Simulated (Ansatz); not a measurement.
## F₂Zn, SMILES [F][Zn][F]: a rigid scan of one bond length, step by step

With Ansatz 0.2.0, Python API.

Run as a notebook:

```python
import ansatz as az
import numpy as np
```

```python
GEOMETRY = '''
F    -1.45150    0.63580   -0.73370
Zn    0.14480    0.12400    0.09560
F     1.29580   -0.82460    0.62490
'''
```

```python
system = az.Crystal.molecule()
for line in GEOMETRY.strip().splitlines():
    symbol, *xyz = line.split()
    system = system.atom(symbol, [float(v) for v in xyz])
```

```python
symbols = [site.symbol for site in system.cartesian_sites]
start = np.array([site.position_ang for site in system.cartesian_sites])
axis = (start[2] - start[1]) / np.linalg.norm(start[2] - start[1])
moving = [2]
lengths, energies = [1.393, 1.456, 1.519, 1.583, 1.646, 1.709, 1.773, 1.868], []
for length in lengths:
    xyz = start.copy()
    xyz[moving] += (length - np.linalg.norm(start[2] - start[1])) * axis
    point = az.Crystal.molecule()
    for symbol, place in zip(symbols, xyz):
        point = point.atom(symbol, place.tolist())
    model = point.calculation()
    model = model.basis(gaussian='def2-SVP')
    model = model.functional('r2scan0')
    report = model.run(threads=1).report
    energies.append(report['free_energy_ev'])
    print(f'r = {length:6.3f} A  E = {energies[-1]:.5f} eV  <S^2> = {abs(report["mean_field"]["state"]["spin_squared"]):.3f}')
```

    r =  1.393 A  E = -53835.82805 eV  <S^2> = 0.000
    r =  1.456 A  E = -53837.09970 eV  <S^2> = 0.000
    r =  1.519 A  E = -53837.92480 eV  <S^2> = 0.000
    r =  1.583 A  E = -53838.43430 eV  <S^2> = 0.000
    r =  1.646 A  E = -53838.70220 eV  <S^2> = 0.000
    r =  1.709 A  E = -53838.80239 eV  <S^2> = 0.000
    r =  1.773 A  E = -53838.78041 eV  <S^2> = 0.000
    r =  1.868 A  E = -53838.59233 eV  <S^2> = 0.000

```python
fit = np.polynomial.Polynomial.fit(lengths, np.array(energies) - min(energies), 4).convert()
roots = [r.real for r in fit.deriv().roots() if abs(r.imag) < 1e-9 and fit.deriv(2)(r.real) > 0]
r_e = min(roots, key=lambda r: abs(r - lengths[int(np.argmin(energies))]))
print(f'minimum of the fit at {r_e:.4f} A, force constant {fit.deriv(2)(r_e):.2f} eV/A^2')
```

    minimum of the fit at 1.7293 A, force constant 25.99 eV/A^2

Total energies depend on the basis set; only differences at equal settings carry meaning. The rest of the molecule is held rigid at a force-field or estimated start geometry, and the basis set is modest; single-reference methods fail as a bond breaks. The orbitals are restricted, so S² is zero by construction. Toward dissociation an unrestricted state can lie under the restricted one, by tenths of an eV for polar bonds under a functional and by 1 to 2 eV or more for others. Run time: 19 s on 1 thread of Arm Neoverse V2 (shared host), peak memory 0.2 GiB.
